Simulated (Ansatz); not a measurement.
# As2C3N2: the cost of one run

Computed with Ansatz 0.2.0 (DFT, PBE, plane-wave PAW, default files, scalar-relativistic, unless a step's input says otherwise).

## Step 1: The system as given

It takes space group C2 (No. 5, monoclinic). Conventional cell: a = 9.190 Å, b = 6.900 Å, c = 8.920 Å, α = 90.00°, β = 101.20°, γ = 90.00°. As (site symmetry 1) is surrounded by 3 C at 1.97 to 1.98 Å. C (site symmetry 1) is surrounded by 1 N at 1.16 Å. N (site symmetry 1) has 1 C at 1.16 Å as nearest neighbours.

Coordinates:

```xyz
14
Lattice="4.5950 -3.4500 0.0000 4.5950 3.4500 0.0000 -1.7326 0.0000 8.7501" Properties=species:S:1:pos:R:3 pbc="T T T"
As    2.2570   -0.0008    2.2940
As    5.2005   -0.0008    6.4561
C     1.3661    1.4693    3.2586
C     6.0913    1.4693    5.4916
C     5.1090    2.5208    2.1790
C     2.3484    2.5208    6.5711
C     1.8930    0.9110    0.5871
C     5.5645    0.9110    8.1630
N     4.6776   -1.9843    8.3199
N     2.7799   -1.9843    0.4302
N     4.1391    1.8841    2.1756
N     3.3184    1.8841    6.5746
N     5.5282   -1.1293    3.9199
N     1.9292   -1.1293    4.8303
```

The earlier run gave: gap on the mesh 4.68 eV, largest force 0.017 eV/Å, pressure 0.6 GPa.

Like atoms gathered into sites:

```tsv
site	atoms	first shell	V_zz (10²¹ V/m²)	η	C_Q (MHz)
As	1, 2	3 C at 1.97–1.98 Å	-21.4	0.04	-161 (⁷⁵As)
C3	3, 4	1 N at 1.16 Å, 1 As at 1.97 Å, angle 174°	-3.40	0.05	–
C5	5, 6	1 N at 1.16 Å, 1 As at 1.98 Å, angle 174°	-3.48	0.02	–
C7	7, 8	1 N at 1.16 Å, 1 As at 1.97 Å, angle 173°	-3.36	0.03	–
N9	9, 10	1 C at 1.16 Å	-7.76	0.04	-3.84 (¹⁴N)
N11	11, 12	1 C at 1.16 Å	-7.53	0.05	-3.72 (¹⁴N)
N13	13, 14	1 C at 1.16 Å	-7.91	0.04	-3.91 (¹⁴N)
```

V_zz is the principal component of the electric field gradient with the largest magnitude, η = (V_xx − V_yy)/V_zz and C_Q = eQV_zz/h. Nuclear quadrupole moments: year-2017 set (Pyykkö). A dash under C_Q marks elements without a common quadrupolar isotope.

## Step 2: All 2 N of one site replaced by As, ions relaxed

input.yaml

```yaml
crystal:
  lattice:
    - [4.595, -3.45, 0.0]
    - [4.595, 3.45, 0.0]
    - [-1.73257, 0.0, 8.75012]
  atoms:
    - { symbol: As, position: [0.2951293755, 0.2949045224, 0.2621687797] }
    - { symbol: As, position: [0.7050954776, 0.7048706245, 0.7378312203] }
    - { symbol: C, position: [0.0059121565, 0.4318030148, 0.3724010734] }
    - { symbol: C, position: [0.5681969852, 0.9940878435, 0.6275989266] }
    - { symbol: C, position: [0.2375465944, 0.9682105663, 0.2490241906] }
    - { symbol: C, position: [0.0317894337, 0.7624534056, 0.7509758094] }
    - { symbol: C, position: [0.0866035516, 0.3506592043, 0.067101287] }
    - { symbol: C, position: [0.6493407957, 0.9133964484, 0.932898713] }
    - { symbol: "N", position: [0.975828721, 0.4006596597, 0.9508328635] }
    - { symbol: "N", position: [0.5993403403, 0.024171279, 0.0491671365] }
    - { symbol: "N", position: [0.2242096248, 0.7703131485, 0.2486315767] }
    - { symbol: "N", position: [0.2296868515, 0.7757903752, 0.7513684233] }
    - { symbol: As, position: [0.849661163, 0.5223410708, 0.4479787309] }
    - { symbol: As, position: [0.4776589292, 0.150338837, 0.5520212691] }
kpoints:
  mp_grid: { grid: [5, 5, 3] }
scf:
  occupations: { method: fermi_dirac, width: 0.02 }
hamiltonian:
  xc: pbe
  pseudopotentials: { kind: paw }
output:
  forces: true
  stress: true
  populations: true
  efg:
    quadrupole_moments_barn: { As: 0.311, "N": 0.02044 }
    contact_densities: true
relax:
  f_tol: 0.02
  max_steps: 60
```

Command:

```sh
ansatz run input.yaml --threads 1 --pin off --max-ram 3072MiB --backend cpu --events-out ev --progress --plain --runs-dir out
```

Q: Estimate wall time and peak memory on 1 thread of an x86-64 CPU, shared host.

About 5.5 min, with a peak of 0.77 GiB.
